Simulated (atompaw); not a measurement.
**A PAW (atompaw) potential for germanium, from input to tests**

Task: generate the file, and judge it by its logarithmic derivatives, its ghosts and its cutoff.

Method: atompaw 4.2.0.5, PBEsol, non-relativistic.

### 1 The atom and the settings

The settings as typed:

```json
{
 "element": "germanium (Ge, Z = 32)",
 "type": "PAW",
 "frozen core": "[Ar] 3d10",
 "valence charge": "4",
 "reference configuration": "4s2 4p2",
 "partial waves": "4s (bound): rc 2.00 bohr; 4s channel at 2 Ry: rc 2.00 bohr; 4p (bound): rc 2.15 bohr; 4p channel at 4.65 Ry: rc 1.95 bohr; 4d channel at 0.2 Ry: rc 2.15 bohr; 4d channel at 1.1 Ry: rc 2.15 bohr",
 "local potential": "troulliermartins scheme with l = 3 at 1 Ry, radius 1.55 bohr",
 "core correction": "smooth core density matched at 2.10 bohr",
 "augmentation charge": "besselshape compensation charge, radius 1.34 bohr; PAW radius 2.15 bohr; waves and projectors: custom rrkj gramschmidtortho"
}
```

The nodes and maxima of the atom's own shells, from an earlier all-electron run, set the scale for the radii.

All-electron outer shells of the reference configuration (PBEsol, non-relativistic, ld1.x):

| shell | level (eV) | outermost node (bohr) | outermost maximum (bohr) |
| --- | --- | --- | --- |
| 3p | -114.18 | 0.23 | 0.55 |
| 3d | -30.15 | – | 0.50 |
| 4s | -11.41 | 0.78 | 1.77 |
| 4p | -3.93 | 0.83 | 2.22 |

### 2 Generating the potential

Ge.input reads:

```
Ge 32
GGA-PBESOL loggrid 1500 logderivrange -3 5 201
4 4 3 0 0 0
4 1 2
0 0 0
c
c
c
v
c
c
v
c
2
2.15 1.34 1.55 2.10
y
2
n
y
4.65
n
y
0.2
y
1.1
n
custom rrkj gramschmidtortho besselshape
3 1 troulliermartins
2.00
2.00
2.15
1.95
2.15
2.15
PWSCFOUT
UPFDX 0.0125d0 UPFXMIN -7.d0 UPFZMESH 32.d0
END
```

Run with:

```sh
$ atompaw < Ge.input > Ge.log
```

What does the calculation give? Wanted: cutoffs for 10 and 1 mRy, occupied levels; bound ghosts; largest phase difference near zero energy, channels read; lowest eigenvalue of the overlap; share of valence orbitals outside the PAW sphere; UPF file.

As calculated:

```
                                                quantity             value
               cutoffs for 10 and 1 mRy, occupied levels    8 Ry and 12 Ry
                                            bound ghosts    d at -17.06 eV
largest phase difference near zero energy, channels read         0.010 rad
         lowest eigenvalue of the overlap (Bessel basis)         0.343 (s)
        share of valence orbitals outside the PAW sphere  4s 44 %, 4p 69 %
                                                UPF file       not written
```

In words: A bound ghost (d) makes it unfit for use: electrons can fall into a state that the atom doesn't have. It counts as soft on the atom at that tolerance, with 8 Ry needed at the looser tolerance. The slowest level is 4p: taken alone it needs 10 Ry to come within 1 mRy, against 6 Ry or less for 4s. Near zero energy the phases of the channels with partial waves agree within 0.010 rad. The pseudo core plus compensation charge is negative at some radii, so no UPF file was written. All of this concerns the isolated atom, not yet a solid.
